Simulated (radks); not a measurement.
# Ge⁺ in [Ar] 3d10 4s2 4p1: an all-electron calculation

One table from this session's results is given with a row withheld; the runs are named, their logs left out.

Program: radks (a radial shooting solver on a logarithmic mesh, Libxc functionals) version 1. Level of theory: scalar-relativistic Kohn-Sham, XLYP, spin-polarised, spherical densities, point nucleus; open shells are filled with parallel spins first. These are calculated values, not measurements, unless marked.

**The atom as given**

* element: germanium (Z = 32)
* charge: +1
* electrons: 31
* configuration: [Ar] 3d10 4s2 4p1

The outer shells:

Ge⁺
```
[Ar] core
3d [↑↓][↑↓][↑↓][↑↓][↑↓]
4s [↑↓]
4p [↑ ][  ][  ]
```

Set-up of the first run:

Settings of this run:

```text
Z 32
configuration [Ar] 3d10 4s2 4p1 5s0 4d0
relativity scalar-relativistic
functional xlyp
spin polarised
nucleus point
c 137.035999084
```

Among the steps run: Self-consistent calculation.

One of the session's tables, all rows but one given; the rest of the session is left out.

It belongs to the step «Radial structure». Sizes of the orbitals, from the radial functions (bohr):

```
  level      <r>  outermost maximum (interpolated)  90 % within  nodes
  1s up  0.04699                            0.0307       0.0840      0
1s down  0.04699                            0.0307       0.0840      0
  2s up   0.2100                             0.176        0.325      1
2s down   0.2100                             0.176        0.325      1
  2p up   0.1837                             0.141        0.300      0
2p down   0.1837                             0.141        0.300      0
  3s up        ?                                 ?            ?      ?
3s down   0.6242                             0.542        0.934      2
  3p up   0.6471                             0.543        0.996      1
3p down   0.6470                             0.543        0.995      1
  3d up   0.7367                             0.503         1.25      0
3d down   0.7342                             0.503         1.25      0
  4s up    2.028                              1.71         3.03      3
4s down    2.029                              1.70         3.05      3
  4p up    2.548                              2.08         3.89      2
4p down    2.594                              2.08         4.00      2
  5s up    5.465                              4.97         7.90      4
```

Estimate the missing values for 3s up.

**Answer.** <r>: 0.6243; outermost maximum (interpolated): 0.542; 90 % within: 0.934; nodes: 2. In the column «<r>» it lies between 3s down (0.6242) and 3p down (0.6470).

Limits of these values: Open shells are spherical and high-spin; term and fine-structure splittings are not resolved.
